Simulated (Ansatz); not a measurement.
# CH₃BO₃S: small, medium and large basis sets

An exercise on one series of results from a longer session: the logs are not shown, and one member is left open.

The runs use Ansatz 0.2.0, Gaussian basis; one geometry, several basis sets.

The runs, in order: PBE0-D4/def2-SVP; ωB97M-V/def2-SVP; PBE0-D4/def2-QZVPP; ωB97M-V/def2-QZVPP; the functionals' def2-TZVPP values are taken from earlier runs.

**The geometry**

An earlier PBE0-D4 in a triple-zeta def2 set relaxation fixed the geometry.

9 atoms, charge 0, spin multiplicity 1.

Atoms are counted from 1 here; the program's logs count them from 0.

Bond lengths: O1–C2 1.201 Å, C2–O3 1.332 Å, C2–H7 1.098 Å, O3–B4 1.413 Å, B4–O5 1.341 Å, B4–S6 1.807 Å, O5–H8 0.973 Å, S6–H9 1.342 Å. Angles: O1–C2–O3 126.0°, O1–C2–H7 123.4°, O3–C2–H7 110.6°, C2–O3–B4 123.0°, O3–B4–O5 123.3°, O3–B4–S6 113.7°, O5–B4–S6 123.0°, B4–O5–H8 110.2°, B4–S6–H9 94.0°.

Coordinates:

```
O    -0.14620   -0.74488    1.95982
C    -0.95651   -0.04461    1.41684
O    -0.87276    0.43182    0.17625
B     0.21847    0.16076   -0.68007
O     1.26442   -0.59802   -0.32150
S     0.07332    0.93335   -2.30708
H    -1.88477    0.29091    1.89744
H     1.15072   -0.91775    0.59003
H     1.24171    0.44203   -2.74902
```

The first run:

in.yaml

```yaml
crystal:
  periodic: [false, false, false]
  atoms:
    - {symbol: O, position_ang: [-0.146197, -0.744880, 1.959820]}
    - {symbol: C, position_ang: [-0.956514, -0.044613, 1.416837]}
    - {symbol: O, position_ang: [-0.872757, 0.431823, 0.176245]}
    - {symbol: B, position_ang: [0.218471, 0.160756, -0.680070]}
    - {symbol: O, position_ang: [1.264421, -0.598020, -0.321503]}
    - {symbol: S, position_ang: [0.073318, 0.933350, -2.307075]}
    - {symbol: H, position_ang: [-1.884773, 0.290906, 1.897439]}
    - {symbol: H, position_ang: [1.150724, -0.917748, 0.590028]}
    - {symbol: H, position_ang: [1.241706, 0.442025, -2.749022]}
basis:
  gaussian: {orbitals: def2-SVP}
hamiltonian: {xc: pbe0, dispersion: d4}
output: {orbitals: {seedname: orbitals}}
```

Launch:

```console
> ansatz run in.yaml --threads 4 --pin off --events-out ev --progress --plain --max-ram 10444MiB
```

Steps of the session up to this table: PBE0-D4 in def2-SVP; ωB97M-V in def2-SVP; PBE0-D4 in def2-QZVPP; ωB97M-V in def2-QZVPP.

One table of the session follows, with a row left open; its other results are not shown here.

It belongs to the step «Functionals by basis». 

| functional | basis | HOMO (eV) |
| --- | --- | --- |
| PBE0-D4 | def2-SVP | -7.67 |
| PBE0-D4 | def2-TZVPP | ? |
| PBE0-D4 | def2-QZVPP | -7.89 |
| ωB97M-V | def2-SVP | -9.80 |
| ωB97M-V | def2-TZVPP | -10.03 |
| ωB97M-V | def2-QZVPP | -10.07 |

Estimate the missing values for PBE0-D4, def2-TZVPP.

**Answer.** HOMO (eV): -7.86. In the column «HOMO (eV)» it lies between PBE0-D4, def2-QZVPP (-7.89) and PBE0-D4, def2-SVP (-7.67).
